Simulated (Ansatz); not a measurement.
# NiO: the cost of one run

Method: DFT PBEsol+U (U_eff = 4 eV on Ni d), plane waves, PAW, in Ansatz 0.2.0.

## (1) The structure to begin with

The structure is cubic, space group Fm-3m (No. 225). Conventional cell: a = 4.183 Å, b = 4.183 Å, c = 4.183 Å, α = 90.00°, β = 90.00°, γ = 90.00°. Around Ni (site symmetry m-3m) lie 6 O at 2.09 Å. O (site symmetry m-3m) is surrounded by 6 Ni at 2.09 Å.

Structure file:

```xyz
2
Lattice="0.0000 2.0913 2.0913 2.0913 0.0000 2.0913 2.0913 2.0913 0.0000" Properties=species:S:1:pos:R:3 pbc="T T T"
Ni    0.0000    0.0000    0.0000
O     2.0913    2.0913    2.0913
```

## (2) Ferromagnetic start, free, symmetry kept, no search

Input file input.yaml:

```yaml
crystal:
  lattice:
    - [0.0, 2.09130951, 2.09130951]
    - [2.09130951, 0.0, 2.09130951]
    - [2.09130951, 2.09130951, 0.0]
  atoms:
    - { symbol: Ni, position: [0.0, 0.0, 0.0], spin: 2.0 }
    - { symbol: O, position: [0.5, 0.5, 0.5] }
basis:
  ecutwfc: 420
  ecutrho_ratio: 4
kpoints:
  mp_grid: { grid: [8, 8, 8] }
hamiltonian:
  xc: pbesol
  hubbard: { sites: [{ site: 0, l: d, u_eff: 4.0 }] }
scf:
  occupations: { method: gaussian, width: 0.05 }
  lower_state_search: "off"
  max_iter: 150
output:
  forces: true
  stress: true
  eigenvalues: true
  populations: true
  hubbard: { sites: [{ site: 0, l: d }] }
magnetization:
  spin_polarized: true
```

Command:

```console
$ ansatz run input.yaml --threads 2 --pin off --max-ram 3072MiB --backend cpu --events-out ev --progress --plain --runs-dir out
```

What time and memory should one allow on 2 threads of Arm Neoverse V1, shared host?

About 2.6 s, with a peak of 0.28 GiB.
